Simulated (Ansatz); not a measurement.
# YAuS2: the cost of one run

Computed with Ansatz 0.2.0 (DFT PBE, scalar-relativistic, plane waves, PAW, unless a step's input says otherwise).

### 1 The structure to begin with

The structure is tetragonal, space group P4/mmm (No. 123). Conventional cell: a = 4.752 Å, b = 4.752 Å, c = 3.396 Å, α = 90.00°, β = 90.00°, γ = 90.00°. Y (site symmetry 4/mmm) has 8 S at 2.92 Å as nearest neighbours. S (site symmetry mmm) has 2 Au at 2.38 Å and 4 Y at 2.92 Å as nearest neighbours. Au (site symmetry 4/mmm) has 4 S at 2.38 Å as nearest neighbours.

As a file:

```cif
data_structure
_symmetry_space_group_name_H-M 'P4/mmm'
_symmetry_Int_Tables_number 123
_cell_length_a 4.7520
_cell_length_b 4.7520
_cell_length_c 3.3960
_cell_angle_alpha 90.000
_cell_angle_beta 90.000
_cell_angle_gamma 90.000
_cell_volume 76.69
loop_
_atom_site_label
_atom_site_type_symbol
_atom_site_symmetry_multiplicity
_atom_site_Wyckoff_symbol
_atom_site_fract_x
_atom_site_fract_y
_atom_site_fract_z
_atom_site_occupancy
Y1 Y 1 d 0.50000 0.50000 0.50000 1
S1 S 2 f 0.50000 0.00000 0.00000 1
Au1 Au 1 a 0.00000 0.00000 0.00000 1
```

A structure generator made this guess: perovskite family, infinite layers (P4/mmm, No. 123). Lengths come from tabulated atomic sizes and are only a guess.

### 2 The guess as it stands, on a coarse mesh

input.yaml reads:

```yaml
crystal:
  lattice:
    - [4.752, 0.0, 0.0]
    - [0.0, 4.752, 0.0]
    - [0.0, 0.0, 3.3960265]
  atoms:
    - { symbol: "Y", position: [0.5, 0.5, 0.5] }
    - { symbol: S, position: [0.5, 0.0, 0.0] }
    - { symbol: S, position: [0.0, 0.5, 0.0] }
    - { symbol: Au, position: [0.0, 0.0, 0.0] }
basis:
  ecutwfc: 420
kpoints:
  mp_grid: { grid: [4, 4, 6] }
hamiltonian:
  xc: pbe
scf:
  occupations: { method: gaussian, width: 0.1 }
  lower_state_search: "off"
output:
  forces: true
  stress: true
  eigenvalues: true
```

Run with:

```console
ansatz run input.yaml --threads 1 --pin off --max-ram 2048MiB --backend cpu --events-out ev --progress --plain --runs-dir out
```

**Question.** How long does this run take on 1 thread of Intel Xeon Platinum 8375C at 2.90GHz (Ice Lake), shared host, and how much memory does it need?

About 2.9 s, with a peak of 0.49 GiB.
